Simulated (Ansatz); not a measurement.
**CdBr3 (element-swapped structure): how the settings move a single-point run**

How sensitive is a single-point run of CdBr3 (element-swapped structure) to its settings? A reference run comes first, then four runs with altered input.

Computed with Ansatz 0.2.0 (reference: DFT PBE, plane waves, PAW, scalar-relativistic, no spin polarisation, unless a step's input says otherwise).

## 1. Starting point

The structure is hexagonal, space group P6_3/m (No. 176). Conventional cell: a = 7.713 Å, b = 7.713 Å, c = 4.403 Å, α = 90.00°, β = 90.00°, γ = 120.00°. Around Br (site symmetry m) lie 3 Cd at 3.00 to 3.05 Å. Cd (site symmetry -6) has 9 Br at 3.00 to 3.05 Å as nearest neighbours.

As a file:

```xyz
8
Lattice="7.7133 0.0000 0.0000 -3.8566 6.6799 0.0000 0.0000 0.0000 4.4031" Properties=species:S:1:pos:R:3 pbc="T T T"
Br    1.8261    2.0167    1.1008
Br   -0.8334    2.5898    3.3023
Br    5.0537    0.5731    1.1008
Br    2.0305    4.6632    3.3023
Br    4.6900    4.0901    1.1008
Br   -1.1971    6.1067    3.3023
Cd   -0.0004    4.4535    1.1008
Cd    3.8562    2.2264    3.3023
```

## 2. Reference

Input file input.yaml:

```yaml
crystal:
  lattice:
    - [7.713258, 0.0, 0.0]
    - [-3.856629, 6.679878, 0.0]
    - [0.0, 0.0, 4.403098]
  atoms:
    - { symbol: Br, position: [0.3877, 0.3019, 0.25] }
    - { symbol: Br, position: [0.0858, 0.3877, 0.75] }
    - { symbol: Br, position: [0.6981, 0.0858, 0.25] }
    - { symbol: Br, position: [0.6123, 0.6981, 0.75] }
    - { symbol: Br, position: [0.9142, 0.6123, 0.25] }
    - { symbol: Br, position: [0.3019, 0.9142, 0.75] }
    - { symbol: Cd, position: [0.3333, 0.6667, 0.25] }
    - { symbol: Cd, position: [0.6666, 0.3333, 0.75] }
  symmetry: { tolerance: 0.0003 }
kpoints:
  mp_grid: { grid: [3, 3, 4], shift: [0, 0, 0] }
magnetization:
  spin_polarized: false
scf:
  occupations: { method: fermi_dirac }
hamiltonian:
  pseudopotentials: { kind: paw }
  xc: pbe
basis:
  ecutwfc: 420
output:
  forces: true
  stress: true
  eigenvalues: true
  write_density: true
  write_potential: true
  elf: true
  volumetric_format: npy
```

On the command line:

```bash
$ ansatz run input.yaml --threads 1 --pin off --max-ram 2560MiB --backend cpu --events-out ev --progress --plain --runs-dir out
```

## 3. A run with other settings

Changes to input.yaml since step 2:

```diff
@@ -16,3 +16,3 @@
 kpoints:
-  mp_grid: { grid: [3, 3, 4], shift: [0, 0, 0] }
+  mp_grid: { grid: [1, 1, 1], shift: [0, 0, 0] }
 magnetization:
```

## 5. Variant: occupations.method cold, occupations.width 0.3

Changes to input.yaml since step 2:

```diff
@@ -20,3 +20,3 @@
 scf:
-  occupations: { method: fermi_dirac }
+  occupations: { method: cold, width: 0.3 }
 hamiltonian:
@@ -30,5 +30 @@
   eigenvalues: true
-  write_density: true
-  write_potential: true
-  elf: true
-  volumetric_format: npy
```

## 6. Changing settings: xc rpbe

Changes to input.yaml since step 2:

```diff
@@ -23,3 +23,3 @@
   pseudopotentials: { kind: paw }
-  xc: pbe
+  xc: rpbe
 basis:
```

## 7. The same system, input altered

Changes to input.yaml since step 2:

```diff
@@ -20,3 +20,4 @@
 scf:
-  occupations: { method: fermi_dirac }
+  occupations: { method: methfessel_paxton, width: 2.0 }
+  max_iter: 60
 hamiltonian:
@@ -30,5 +31 @@
   eigenvalues: true
-  write_density: true
-  write_potential: true
-  elf: true
-  volumetric_format: npy
```

(Steps that only read results are left out.)

Before running it: what results should come out? Wanted: for each run, ending; energy change; pressure; gap; force.

**Answer**, as computed:

| run | ending | energy change | pressure (GPa) | gap (eV) | force (eV/Å) | cycles | time |
| --- | --- | --- | --- | --- | --- | --- | --- |
| reference | converged | 0 | 0.8 | 0.00 | 0.10 | 7 | 6.2 s |
| 1: mp_grid.grid [1, 1, 1] | converged | +522.3 meV/atom | 5.0 | 0.11 | 0.58 | 8 | 1.5 s |
| 2: occupations.method cold, occupations.width 0.3 | converged | +5.5 meV/atom (σ→0) | 0.6 | 0.00 | 0.07 | 7 | 4.8 s |
| 3: xc rpbe | converged | not comparable | 2.9 | 0.00 | 0.17 | 7 | 7.4 s |
| 4: occupations.method methfessel_paxton, occupations.width 2.0 | converged | -48.3 meV/atom (σ→0) | 0.1 | 0.00 | 0.08 | 6 | 6.2 s |

Times don't compare one to one where runs were asked for different outputs or read a saved state (see the inputs); cycles may leave out searches for a lower state.

Residual by cycle in the longest SCF loop of each run; runs are numbered as in the table. The quantity is the density residual dr2, in eV.

```
cycle  reference   run 1    run 2   run 3    run 4
    1    0.00941   0.558   0.0119   0.038  0.00796
    2    0.00537  0.0923  0.00676  0.0134  0.00372
    3     5.2e-4  0.0038   7.7e-4  5.2e-4   7.3e-5
    4     1.2e-4  8.3e-4   1.6e-4  5.1e-5   8.9e-6
    5     3.5e-6  4.6e-5   4.7e-6  3.0e-6   4.3e-7
    6     1.9e-7  2.6e-6   1.5e-7  4.5e-7   8.3e-8
    7     9.9e-9  2.9e-7   1.7e-8  1.9e-8        -
    8          -  8.8e-9        -       -        -
```

**Reading.** No change moves the result by more than the table shows.

The reference is no final answer either: its mesh is coarse for a cell with so small a gap or none; the structure is made up and not relaxed.
